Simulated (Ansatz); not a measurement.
# ZnO: the cost of one run

Computed with Ansatz 0.2.0 (DFT r²SCAN, frozen-core PAW, scalar-relativistic unless said, unless a step's input says otherwise).

## 1. The structure to begin with

The structure is hexagonal, space group P6_3mc (No. 186). Conventional cell: a = 3.249 Å, b = 3.249 Å, c = 5.206 Å, α = 90.00°, β = 90.00°, γ = 120.00°. Zn (site symmetry 3m) has 4 O at 1.97 to 1.98 Å in its first shell of neighbours. O (site symmetry 3m) is surrounded by 4 Zn at 1.97 to 1.98 Å.

Structure file:

```xyz
4
Lattice="3.2493 0.0000 0.0000 -1.6247 2.8140 0.0000 0.0000 0.0000 5.2057" Properties=species:S:1:pos:R:3 pbc="T T T"
Zn    0.0000    1.8760    2.6029
Zn    1.6247    0.9380    0.0000
O     1.6247    0.9380    1.9730
O     0.0000    1.8760    4.5759
```

Cartesian axes are those of the input's lattice vectors. The structure goes back to a database entry.

## 2. Cell and atoms relaxed, PAW

The input, input.yaml:

```yaml
crystal:
  lattice:
    - [3.24930799999, 0.0, 0.0]
    - [-1.624654, 2.81398327271, 0.0]
    - [0.0, 0.0, 5.205709]
  atoms:
    - { symbol: Zn, position: [0.333333333333, 0.666666666667, 0.5] }
    - { symbol: Zn, position: [0.666666666667, 0.333333333333, 0.0] }
    - { symbol: O, position: [0.666666666667, 0.333333333333, 0.37901] }
    - { symbol: O, position: [0.333333333333, 0.666666666667, 0.87901] }
kpoints:
  mp_grid: { grid: [14, 14, 8] }
scf:
  occupations: { method: fermi_dirac, width: 0.05 }
hamiltonian:
  xc: r2scan
  pseudopotentials: { kind: paw }
relax:
  f_tol: 0.002
  max_steps: 80
  cell: {}
output:
  forces: true
  stress: true
```

Run with:

```
$ ansatz run input.yaml --threads 1 --pin off --max-ram 3072MiB --backend cpu --events-out ev --progress --plain --runs-dir out
```

**Question.** How long does this run take on 1 thread of Arm Neoverse V1, shared host, and how much memory does it need?

About 2.4 min, with a peak of 0.54 GiB.
